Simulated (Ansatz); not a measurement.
# La3InN: where the electrons are, part 1 of 2

Aim: see in La3InN how the density differs from that of free atoms, which states sit where, how the functional moves the density and how expansion changes the bonding charge. The geometry is as listed and is not relaxed.

Method: DFT r2SCAN, scalar-relativistic, plane waves, PAW, in Ansatz 0.2.0.

## Step 1: Starting point

It takes space group Pm-3m (No. 221, cubic). The conventional cell has a = 5.128 Å, b = 5.128 Å, c = 5.128 Å, α = 90.00°, β = 90.00°, γ = 90.00°. Around La (site symmetry 4/mmm) lie 2 N at 2.56 Å. In (site symmetry m-3m) is surrounded by 12 La at 3.63 Å. N (site symmetry m-3m) has 6 La at 2.56 Å as nearest neighbours.

As a file:

```cif
data_structure
_symmetry_space_group_name_H-M 'P 1'
_symmetry_Int_Tables_number 1
_cell_length_a 5.1275
_cell_length_b 5.1275
_cell_length_c 5.1275
_cell_angle_alpha 90.000
_cell_angle_beta 90.000
_cell_angle_gamma 90.000
_cell_volume 134.81
loop_
_atom_site_label
_atom_site_type_symbol
_atom_site_fract_x
_atom_site_fract_y
_atom_site_fract_z
_atom_site_occupancy
La1 La 0.50000 0.50000 0.00000 1
La2 La 0.00000 0.50000 0.50000 1
La3 La 0.50000 0.00000 0.50000 1
In1 In 0.00000 0.00000 0.00000 1
N1 N 0.50000 0.50000 0.50000 1
```

The structure comes from the Crystallography Open Database.

## Step 2: Self-consistent density

Input file input.yaml:

```yaml
crystal:
  lattice:
    - [5.1275, 0.0, 0.0]
    - [0.0, 5.1275, 0.0]
    - [0.0, 0.0, 5.1275]
  atoms:
    - { symbol: La, position: [0.5, 0.5, 0.0] }
    - { symbol: La, position: [0.0, 0.5, 0.5] }
    - { symbol: La, position: [0.5, 0.0, 0.5] }
    - { symbol: In, position: [0.0, 0.0, 0.0] }
    - { symbol: "N", position: [0.5, 0.5, 0.5] }
basis:
  ecutwfc: 500
  fft_grid_basis: typed
kpoints:
  mp_grid: { grid: [6, 6, 6] }
hamiltonian:
  xc: r2scan
  pseudopotentials: { kind: paw }
scf:
  occupations: { method: gaussian, width: 0.05 }
output:
  forces: true
  stress: true
  eigenvalues: true
  bader: true
  write_density: true
  volumetric_format: npy
  elf: true
```

The run is started by

```
ansatz run input.yaml --threads 2 --pin off --max-ram 4096MiB --backend cpu --events-out ev --progress --plain --runs-dir out
```

What it wrote, cut to the lines that bear on the results:

```text
Warning: RAYON_NUM_THREADS=2 ignored (pool sized by the plan → 2); use --threads N
[...]
Pseudopotentials: kind: paw
Pseudopotential: La, paw, valence charge 11, recommended cutoff 500 eV (meta_gga), La.paw.azcp
Pseudopotential: In, paw, valence charge 13, recommended cutoff 500 eV (meta_gga), In.paw.azcp
Pseudopotential: N, paw, valence charge 5, recommended cutoff 500 eV (meta_gga), N.paw.azcp
Functional definition: r2SCAN
[...]
Crystal: 5 atoms, lattice volume = 134.808 Å³
Basis set: ecut = 500 eV, 3407 PW (Γ), exchange–correlation on 160×160×160 points (64 copies of the dense FFT grid, shifted against one another)
Bands: 31, of which v1, the nominal top of the filled ones, is band 26 counted from 1 (25 counted from 0)
Symmetry: 48 space group operations
Space group: Pm-3m (ITA 221), of the structure as read, at distance tolerance 5.1e-5 Å
k-points: 20 of 216
[...]
SCF iter   1: F=—  HF=-24795.675739 eV  |F-HF|=—  |Δ(HF+E_count)|=         —  Δρ=1.07e-2  dr2=3.00e-1  dr2_τ=9.28e-2  ethr=1.77e-3  ⟨swp⟩=6.2  Hψ=3126  notcnv=0
[...]
SCF iter   9: F=-24795.832959 eV  HF=-24795.832959 eV  |F-HF|=7.82e-10  |Δ(HF+E_count)|=   2.54e-9  Δρ=1.34e-6  dr2=4.10e-9  dr2_τ=9.55e-11  ethr=1.96e-10  ⟨swp⟩=10.8  Hψ=2998  notcnv=0
[...]
SCF converged after 9 iterations
Free energy (F): -24795.832959 eV
[...]
E sigma→0 (E₀):  -24795.830104 eV
Entropy (-TS):   -0.005710 eV (-1.142 meV/atom)
Fermi energy:    11.698225 eV
[...]
--- Forces (eV/Å), atoms counted from 1 ---
  atom   1  La     0.00000000    -0.00000000     0.00000000
  atom   2  La     0.00000000     0.00000000    -0.00000000
  atom   3  La     0.00000000    -0.00000000    -0.00000000
  atom   4  In    -0.00000000     0.00000000    -0.00000000
  atom   5  N      0.00000000    -0.00000000     0.00000000
[...]
--- Stress (GPa, compression-positive) ---
        0.518517      -0.000000      -0.000000
       -0.000000       0.518517       0.000000
        0.000000       0.000000       0.518517
  P = ⅓ Tr σ = 0.5185 GPa (5.185 kbar)
--- Band table (eV; the first three rows and the last of 20) ---
[...]
--- Bader charges: 5 sites ---
  site symbol  charge [e]  shift [e]
     0     La      1.2692     0.0000
     1     La      1.2692     0.0000
     2     La      1.2692     0.0000
     3     In     -1.9423     0.0000
     4      N     -1.8651     0.0000
  estimated error of the sums over rays = 4.7e-4 e
```

It took 36 s on 2 threads of Arm Neoverse N1, shared host; peak memory 0.72 GiB.

## Step 3: Density, ELF and deformation density

Density in a lattice plane of the grid's cell (edges 5.13 and 5.13 Å, at 0.500 of the third edge), which holds La and N.

Ten even steps from '0' (0.07 e/Å³) to '9' (3.43 e/Å³):
```
000000013444344431000000
000000002344444320000000
000000001233333210000000
000000000011211000000000
000000000000000000000000
111000000001110000000011
433210000112221100001233
444321001235653210012344
344421001368986310012444
334431001479997410013443
344421001368986310012444
444321001235653210012344
433210000112221100001233
111000000001110000000011
000000000000000000000000
000000000011211000000000
000000001233333210000000
000000002344444320000000
000000013444344431000000
000000013443334431000000
```
Columns run along the first of these edges and rows up along the second, over one cell in 24 and 20 even steps from the bottom left corner. Atoms in the plane (fractional): La at (0.50, 0.00), La at (0.00, 0.50), N at (0.50, 0.50).

ELF in the same plane.

Ten even steps from ' ' (0.00) to '@' (0.83):
```
++==--::....--##@@@@**::..::**@@@@##--....::--==
----::....  ::**@@@@@@##**##@@@@@@**::  ....::--
........    ..--**%%@@@@@@@@@@%%**--..    ......
......        ..::==****##****==::..        ....
==--::..        ......::::::......        ..::--
%%%%##++--..  ..----==========----..  ..--++##%%
@@@@@@@@**::..::++##%%@@@@@@%%##++::..::**@@@@@@
**##@@@@%%==..--##@@@@@@%%@@@@@@##--..==%%@@@@##
..::**@@@@++::--##@@%%**==**%%@@##--::++@@@@**::
    ==%%@@**::--%%@@##::  ::##@@%%--::**@@%%==  
..::**@@@@++::--##@@%%**==**%%@@##--::++@@@@**::
**##@@@@%%==..--##@@@@@@%%@@@@@@##--..==%%@@@@##
@@@@@@@@**::..::++##%%@@@@@@%%##++::..::**@@@@@@
%%%%##++--..  ..----==========----..  ..--++##%%
==--::..        ......::::::......        ..::--
......        ..::==****##****==::..        ....
........    ..--**%%@@@@@@@@@@%%**--..    ......
----::....  ::**@@@@@@##**##@@@@@@**::  ....::--
++==--::....--##@@@@**::..::**@@@@##--....::--==
++++==::....==%%@@%%==      ==%%@@%%==....::==++
```
Columns run along the first of these edges and rows up along the second, over one cell in 24 and 20 even steps from the bottom left corner. Atoms in the plane (fractional): La at (0.50, 0.00), La at (0.00, 0.50), N at (0.50, 0.50).

Both are smooth fields of the valence electrons: close to the nuclei they are not physical.

Maxima of ELF outside the ion cores: 0.83 in the shell around N, 0.6 Å from N; 0.58 between the atoms, 1.8 Å from In; 0.53 beside In, off the lines to its neighbours, 1.7 Å from In.

The reference for the deformation density is the superposition of neutral spherical atoms (taken from a run stopped after its first cycle, not shown).

Deformation density: the crystal less neutral atoms. These are valence pseudo-densities (PAW): inside the atomic spheres they are not the true ones.

Deformation density in a lattice plane of the grid's cell (edges 5.13 and 5.13 Å, at 0.500 of the third edge), which holds La and N.

Values in 10⁻³ e/Å³, 12 rows by 12 columns:
```
  -0.35   -5.57  -17.95  -20.83    7.12  -30.23 -138.14  -30.23    7.12  -20.83  -17.95   -5.57
 -13.52  -17.95  -27.24  -31.31  -14.94  -12.43  -50.19  -12.43  -14.94  -31.31  -27.24  -17.95
 -15.30  -20.83  -31.31  -30.38  -12.12   11.65   21.99   11.65  -12.12  -30.38  -31.31  -20.83
  -2.79    7.12  -14.94  -12.12   34.65   85.96  107.58   85.96   34.65  -12.12  -14.94    7.12
 -89.75  -30.23  -12.43   11.65   85.96  125.82   79  125.82   85.96   11.65  -12.43  -30.23
-138.18 -138.14  -50.19   21.99  107.58   79 -201.05   79  107.58   21.99  -50.19 -138.14
 -89.75  -30.23  -12.43   11.65   85.96  125.82   79  125.82   85.96   11.65  -12.43  -30.23
  -2.79    7.12  -14.94  -12.12   34.65   85.96  107.58   85.96   34.65  -12.12  -14.94    7.12
 -15.30  -20.83  -31.31  -30.38  -12.12   11.65   21.99   11.65  -12.12  -30.38  -31.31  -20.83
 -13.52  -17.95  -27.24  -31.31  -14.94  -12.43  -50.19  -12.43  -14.94  -31.31  -27.24  -17.95
  -0.35   -5.57  -17.95  -20.83    7.12  -30.23 -138.14  -30.23    7.12  -20.83  -17.95   -5.57
   5.11   -0.35  -13.52  -15.30   -2.79  -89.75 -138.18  -89.75   -2.79  -15.30  -13.52   -0.35
```
Columns run along the first of these edges and rows up along the second, over one cell in 12 and 12 even steps from the bottom left corner. Atoms in the plane (fractional): La at (0.50, 0.00), La at (0.00, 0.50), N at (0.50, 0.50).

La–N (2.56 Å): Δρ is +0.02 e/Å³ at the midpoint: little charge gathers at the midpoint. In–La (3.63 Å): Δρ is +0.01 e/Å³ at the midpoint. Outside the cores the largest gain is 0.13 e/Å³, at the edge of the N core regions, and the largest loss 0.04 e/Å³, at the edge of the In core regions. In all about 0.25 e an atom is rearranged against the free atoms. Bader charges: La +1.27, In −1.94 and N −1.86 e.

## Step 4: Densities by energy window

The windows are set from the levels of the base run, in eV from its Fermi level.

Changes to input.yaml since step 2:

```diff
@@ -21,9 +21,28 @@
   occupations: { method: gaussian, width: 0.05 }
+  n_extra_bands: 6
 output:
   forces: true
-  stress: true
+  stress: false
   eigenvalues: true
-  bader: true
-  write_density: true
+  bader: false
+  write_density: false
   volumetric_format: npy
-  elf: true
+  band_densities:
+    - { e_range: [-0.25, 0.25] }
+    - { e_range: [-1.2, 0.0] }
+    - { e_range: [-4.47, -2.97] }
+    - { e_range: [-2.97, -1.48] }
+    - { e_range: [-6.19, -4.89] }
+    - { e_range: [-14.75, -12.01] }
+    - { e_range: [-19.43, -16.57] }
+  dos:
+    e_range: [-30, 8]
+    de: 0.02
+    method: { smearing: { sigma: 0.03, scheme: gaussian } }
+    projected: { site_lists: { In: [In], La: [La], "N": ["N"] } }
+checkpoint:
+  read: start.run
+  write: ck
+  compress: false
+  write_wavefunctions: false
+  write_every: 100000
```

The run is started by

```
ansatz run input.yaml --threads 2 --pin off --max-ram 4096MiB --backend cpu --events-out ev --progress --plain --runs-dir out
```

What it wrote, cut to the lines that bear on the results:

```text
Warning: RAYON_NUM_THREADS=2 ignored (pool sized by the plan → 2); use --threads N
La: projections on atomic orbitals take those of the free atom [Kr 4d10] 4f0 5s2 5p6 5d1 6s2, of charge +0.00 (hamiltonian.pseudopotentials.projection_atoms); the dataset's partial waves leave at most 1.9e-5 of an orbital's norm unspanned inside its sphere
scf.n_extra_bands = 6 over 26 filled bands (N_el = 51.0): the run solves 32 bands
[...]
[... 5 set-up lines as earlier in the session ...]
[...]
Crystal: 5 atoms, lattice volume = 134.808 Å³
[...]
  atom   1  La     0.00000000    -0.00000000     0.00000000
  atom   2  La     0.00000000     0.00000000    -0.00000000
  atom   3  La     0.00000000    -0.00000000     0.00000000
  atom   4  In    -0.00000000     0.00000000     0.00000000
  atom   5  N      0.00000000     0.00000000     0.00000000
[...]
--- Band table (eV; the first three rows and the last of 20) ---
[...]
--- Band densities, each state counted as filled ---
  window                                       electrons  max residual (eV)  cut levels
  e_range: [-0.25, 0.25]                        1.305556             1.6e-4           0
  e_range: [-1.2, 0]                            4.074074             1.8e-6           0
  e_range: [-4.47, -2.97]                       3.000000             5.5e-7           0
  e_range: [-2.97, -1.48]                       4.851852             2.3e-6           0
  e_range: [-6.19, -4.89]                       2.000000             2.3e-7           0
  e_range: [-14.75, -12.01]                    12.000000             6.3e-8           0
  e_range: [-19.43, -16.57]                    18.000000             5.1e-7           0
```

Run time: 13 s. Hardware: 2 threads of Arm Neoverse N1, shared host; peak memory 0.71 GiB.

| window (eV from the Fermi level) | what it holds | electrons a cell | main Löwdin character |
| --- | --- | --- | --- |
| −19.4 to −16.6 eV | a separate group of bands (semicore or deep states) | 18.00 | La 5p (95 %) |
| −14.8 to −12.0 eV | a separate group of bands (semicore or deep states) | 12.00 | In 4d (85 %) and N 2s (10 %) |
| −6.2 to −4.9 eV | a separate group of bands | 2.00 | In 5s (55 %), La 5d (25 %) and La 6s (15 %) |
| −4.5 to −3.0 eV | the lower third of the occupied valence band | 3.00 | N 2p (60 %) and La 5d (30 %) |
| −3.0 to −1.5 eV | the middle third of the occupied valence band | 4.85 | N 2p (40 %), La 5d (30 %) and In 5p (15 %) |
| −1.2 to 0.0 eV | the filled states just under the Fermi level | 4.07 | La 5d (60 %) and In 5p (30 %) |
| −0.25 to +0.25 eV | the states at the Fermi level | 1.31 | La 5d (80 %) and La 4f (10 %) |

Density of the states at the Fermi level, scaled to one electron a cell, in a lattice plane of the grid's cell (edges 5.13 and 5.13 Å, at 0.500 of the third edge), which holds La and N.

Ten even steps from '0' (1.03 × 10⁻³ per Å³) to '9' (23.88 × 10⁻³ per Å³):
```
222223356666766665332222
222233457764446775433222
222333456652125665433322
233334444431013444443333
334444433210001233444443
455654322100000122345655
567764321100000112346776
566653111111211111135666
775421000123332100012457
985210000123332100001258
775421000123332100012457
566653111111211111135666
567764321100000112346776
455654322100000122345655
334444433210001233444443
233334444431013444443333
222333456652125665433322
222233457764446775433222
222223356666766665332222
222223345568986554332222
```
Columns run along the first of these edges and rows up along the second, over one cell in 24 and 20 even steps from the bottom left corner. Atoms in the plane (fractional): La at (0.50, 0.00), La at (0.00, 0.50), N at (0.50, 0.50).

Projected on a minimal set of atomic orbitals (Löwdin), they are La 5d (80 %) and La 4f (10 %). In space (atomic cells sized by Bader volumes) the density divides as La about 70 %, In about 20 % and N little. It nearly vanishes midway along La–N contacts. 

(Continued in part 2 of 2.)
